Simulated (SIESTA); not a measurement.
BiTe under changes of volume

One of the cells (34.399 Å³/atom); the others are scaled copies at fixed shape and fractional positions:

```xyz
2
Lattice="2.4388 1.4080 3.3393 -2.4388 1.4080 3.3393 0.0000 -2.8160 3.3393" Properties=species:S:1:pos:R:3 pbc="T T T"
Bi    0.0000    0.0000    5.0089
Te    0.0000    0.0000    0.0000
```

The cell comes from a database or a generator and needn't be the stable form of this composition.

```yaml
Program: SIESTA 5.4.2
Functional: PBE
Potentials_or_basis: PseudoDojo 0.4 standard (PBE files)
Basis: DZP (energy shift 0.003 Ry; two zetas on semicore shells)
Grid_cutoff: 500 Ry
Energy_shift: 0.003 Ry
k_mesh: 7 × 7 × 7
Occupations: fermi-dirac, width 0.05 eV
Spin: no spin polarisation
```

```csv
volume (Å³/atom),energy over the lowest point (meV/atom),pressure (GPa)
31.701,36.21,4.6
32.376,19.66,3.3
33.050,?,?
34.399,0.00,0.0
35.074,1.87,-0.9
35.748,7.16,-1.6
```

Task: What does the run at 33.050 Å³/atom give?

Result: Energy over the lowest point 8.62 meV/atom; pressure 2.0 GPa.

Worked out: A Birch-Murnaghan fit of order 3 (a polynomial in V^(-2/3)) to the other rows has its minimum at 34.41 Å³/atom with B0 = V·E''(V) = 47 GPa and B' = 4.4 at fixed shape and positions, which overstates the stiffness. It gives 8.47 meV/atom at 33.050 Å³/atom, against the run's 8.62, and -dE/dV = 2.1 GPa, against 2.0.

Energies are extrapolated to zero smearing.

Caveats: the basis of atomic orbitals isn't converged, which shifts pressures, moduli and gaps.
